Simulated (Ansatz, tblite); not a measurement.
# The cluster Ge3F5: one state, many levels

An exercise on one series of results from a longer session: the logs are not shown, and one member is left open.

Computed with Ansatz 0.2.0, Gaussian basis. Level: as each input shows.

Plan: GFN1-xTB, GFN2-xTB, PBE-D4/def2-TZVP, r2SCAN-D4/def2-TZVP, LDA/def2-TZVP, HF/def2-TZVP, PBE-D4/def2-SVP, PBE0-D4/def2-SVP, HF/STO-3G, HF/6-31G, B3LYP-D4/6-31G, MP2/def2-TZVP.

2 further runs of the same task are left out: 2 set aside as unsound or not needed.

## The structure

The doublet was relaxed beforehand with r2SCAN-D4/def2-SVP. At that level it is the lowest of the isomers that a small search found.

8 atoms, charge 0, spin multiplicity 2.

Bond lengths: Ge1–Ge3 2.671 Å, Ge1–F4 1.755 Å, Ge1–F5 1.993 Å, Ge2–Ge3 2.647 Å, Ge2–F5 1.969 Å, Ge2–F6 1.771 Å, Ge3–F7 1.741 Å, Ge3–F8 1.742 Å. Angles: Ge3–Ge1–F4 93.3°, Ge3–Ge1–F5 78.1°, F4–Ge1–F5 90.8°, Ge3–Ge2–F5 79.1°, Ge3–Ge2–F6 83.8°, F5–Ge2–F6 88.3°, Ge1–Ge3–Ge2 79.3°, Ge1–Ge3–F7 120.3°, Ge1–Ge3–F8 118.3°, Ge2–Ge3–F7 115.1°, Ge2–Ge3–F8 124.0°, F7–Ge3–F8 100.8°, Ge1–F5–Ge2 117.7°.

PBE0-D4/def2-TZVP was run before; its log isn't repeated, and its numbers join the tables.

The first run:

Tight binding, by tblite at 300 K electronic temperature and without a spin-polarisation term:

```python
tblite.interface.Calculator('GFN1-xTB', numbers, positions, charge=0, uhf=1).singlepoint()
```

Tight binding, by tblite at 300 K electronic temperature and without a spin-polarisation term:

```python
tblite.interface.Calculator('GFN2-xTB', numbers, positions, charge=0, uhf=1).singlepoint()
```

start.molden holds the orbitals of an earlier run on this state, given as this run's starting guess.

in.yaml reads:

```yaml
crystal:
  periodic: [false, false, false]
  atoms:
    - {symbol: Ge, position_ang: [-1.755699, 0.007752, -0.588949]}
    - {symbol: Ge, position_ang: [0.760635, -1.547915, 1.070519]}
    - {symbol: Ge, position_ang: [0.790425, 0.743411, -0.254576]}
    - {symbol: F, position_ang: [-2.351905, 1.176907, 0.576128]}
    - {symbol: F, position_ang: [-1.168852, -1.202735, 0.881935]}
    - {symbol: F, position_ang: [0.736793, -2.262849, -0.549947]}
    - {symbol: F, position_ang: [1.874045, 0.796370, -1.615839]}
    - {symbol: F, position_ang: [1.114568, 2.289059, 0.480729]}
basis:
  gaussian: {orbitals: def2-TZVP, initial_orbitals: start.molden}
magnetization: {spin_polarized: true, initial_magnetization: 1}
hamiltonian: {xc: pbe, dispersion: d4}
scf: {omitted_lower_state_checks: [starts]}
output: {orbitals: {seedname: orbitals}}
```

Started as:

```console
$ ansatz run in.yaml --threads 4 --pin off --events-out ev --progress --plain --max-ram 6963MiB
```

Among the steps run: PBE-D4/def2-TZVP; r2SCAN-D4/def2-TZVP; LDA/def2-TZVP; HF/def2-TZVP; PBE-D4/def2-SVP; PBE0-D4/def2-SVP; HF/STO-3G; HF/6-31G; B3LYP-D4/6-31G; MP2/def2-TZVP.

One table of the session follows, with a row left open; its other results are not shown here.

It belongs to the step «Binding energy». 

| level | binding an atom (eV) |
| --- | --- |
| HF/STO-3G | 2.205 |
| HF/6-31G | ? |
| HF/def2-TZVP | 2.351 |
| LDA/def2-TZVP | 4.479 |
| PBE-D4/def2-SVP | 3.887 |
| PBE-D4/def2-TZVP | 3.854 |
| r2SCAN-D4/def2-TZVP | 3.728 |
| B3LYP-D4/6-31G | 3.471 |
| PBE0-D4/def2-SVP | 3.620 |
| PBE0-D4/def2-TZVP | 3.624 |
| MP2/def2-TZVP | 3.735 |

Q: Estimate the row for HF/6-31G from the others.

**Answer.** binding an atom (eV): 2.032. In the column «binding an atom (eV)» it is the lowest.

To keep in mind: Free atoms were run apart at each level; binding is atoms less cluster, divided by the number of atoms, without zero-point or spin-orbit terms.
